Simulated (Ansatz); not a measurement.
# GaSb3: equation of state with PBE

GaSb3:

```
CELL_PARAMETERS angstrom
0.00000 3.73060 3.73060
3.73060 0.00000 3.73060
3.73060 3.73060 0.00000
ATOMIC_POSITIONS crystal
Sb 0.50000 0.50000 0.50000
Sb 0.75000 0.75000 0.75000
Sb 0.25000 0.25000 0.25000
Ga 0.00000 0.00000 0.00000
```

The cell comes from a database or a generator and needn't be the stable form of this composition.

```yaml
Program: Ansatz 0.2.0
Task: equation of state
Functional: PBE
Potentials_or_basis: Ansatz PAW
Cutoff: 420 eV
Density_cutoff: 1680 eV
k_mesh: 6 × 6 × 6
Occupations: fermi-dirac, width 0.05 eV
Spin: no spin polarisation
```

The equilibrium volume is 25.67 Å³/atom and the bulk modulus is 49 GPa. The pressure derivative of the bulk modulus is 3.9 (rough: it moves with the points fitted).

Energy against volume, from the lowest point:
```
volume (Å³/atom)  energy (meV/atom)
          24.402              10.22
          24.922               3.20
          25.441               0.00
          25.960               0.15
          26.479               3.34
          26.998               9.31
          27.518              17.84
```

All runs of the series together: 14 s on 2 threads of Arm Neoverse V1 (shared host).

The run has no spin-orbit coupling, so splittings on Sb are missing.
